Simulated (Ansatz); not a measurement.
**Zn: other elements on the same sites**

One table from this session's results is given with a row withheld; the runs are named, their logs left out.

Computed with Ansatz 0.2.0 (DFT PBEsol, scalar-relativistic, plane waves, PAW, unless a step's input says otherwise).

1 further run of the same task is left out (set aside as unsound or not needed). Runs told in other sessions of the task aren't counted.

**The starting structure**

The structure is hexagonal, space group P6_3/mmc (No. 194). Conventional cell: a = 2.593 Å, b = 2.593 Å, c = 4.895 Å, α = 90.00°, β = 90.00°, γ = 120.00°. Zn (site symmetry -6m2) is surrounded by 12 Zn at 2.59 to 2.87 Å.

As a file:

```
Zn
1.0
     2.59270    0.00000    0.00000
    -1.29635    2.24535    0.00000
     0.00000    0.00000    4.89472
Zn
2
Direct
  0.33333 0.66667 0.25000
  0.66667 0.33333 0.75000
```

This cell was relaxed beforehand with the same method: volume 14.25 Å³/atom, gap on the mesh none (metal).

The first run:

File input.yaml:

```yaml
crystal:
  lattice:
    - [2.82991886, 0.0, 0.0]
    - [-1.41495943, 2.4507816234, 0.0]
    - [0.0, 0.0, 5.3425551322]
  atoms:
    - { symbol: Sn, position: [0.3333333333, 0.6666666667, 0.25] }
    - { symbol: Sn, position: [0.6666666667, 0.3333333333, 0.75] }
basis:
  ecutwfc: 420
kpoints:
  mp_grid: { grid: [6, 6, 4] }
hamiltonian:
  xc: pbesol
scf:
  occupations: { method: gaussian, width: 0.1 }
output:
  forces: true
  stress: true
  eigenvalues: true
```

On the command line:

```bash
$ ansatz run input.yaml --threads 1 --pin off --max-ram 2560MiB --backend cpu --events-out ev --progress --plain --runs-dir out
```

Among the steps run: Probe: one point at the start (Sn); Coarse relaxation (Sn); Relaxing cell and atoms (Sn).

One of the session's tables, all rows but one given; the rest of the session is left out.

It belongs to the step «The crystals compared». Lengths are those of the vectors of the cell that was run:

```
   swap  volume (Å³/atom)  a (Å)  b (Å)  c (Å)
   none             14.25  2.593  2.593  4.895
Zn → Fe              9.81  2.429  2.429  3.842
Zn → Cu             11.33  2.521  2.521  4.117
Zn → Hg                 ?      ?      ?      ?
Zn → Sn             26.26  3.329  3.329  5.471
```

Estimate the missing values for Zn → Hg.

As computed: volume (Å³/atom): 23.80; a (Å): 3.260; b (Å): 3.260; c (Å): 5.171. In the column «volume (Å³/atom)» it lies between none (14.25) and Zn → Sn (26.26).

Lengths are those of the computed cell. Rows of earlier swaps come from the sessions before.
